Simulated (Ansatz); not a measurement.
Here is an Ansatz 0.2.0 calculation.

The input input.yaml:

```yaml
crystal:
  lattice:
    - [2.2615, -3.8305, 0.0]
    - [2.2615, 3.8305, 0.0]
    - [0.0, 0.0, 4.524]
  atoms:
    - { symbol: Ga, position: [0.3451, 0.6549, 0.419] }
    - { symbol: Ga, position: [0.1549, 0.8451, 0.919] }
    - { symbol: Ga, position: [0.6549, 0.3451, 0.581] }
    - { symbol: Ga, position: [0.8451, 0.1549, 0.081] }
kpoints:
  mp_grid: { grid: [7, 7, 6] }
scf:
  occupations: { method: fermi_dirac, width: 0.05 }
hamiltonian:
  xc: pbesol
  pseudopotentials: { kind: all_electron, lapw: { basis_error: 0.002 } }
output:
  forces: true
  stress: true
relax:
  f_tol: 0.02
  max_steps: 60
  cell: { p_target: 10 }
```

Potentials or basis: all-electron LAPW, scalar-relativistic.

Command:

```console
$ ansatz run input.yaml --threads 2 --pin off --max-ram 8192MiB --backend cpu --events-out ev --progress --plain --runs-dir out
```

Task: Estimate the space group after relaxing (to 0.05 Å).

Result: Cmce (No. 64).

Task: Predict the relaxed cell.

Result: a = 4.236 Å, b = 4.236 Å, c = 4.338 Å, α = 90.00°, β = 90.00°, γ = 119.82°.

Forces on the atoms (eV/Å):
```
Ga   0.000  0.000 -0.008
Ga   0.000  0.000 -0.008
Ga   0.000  0.000  0.008
Ga   0.000  0.000  0.008
```
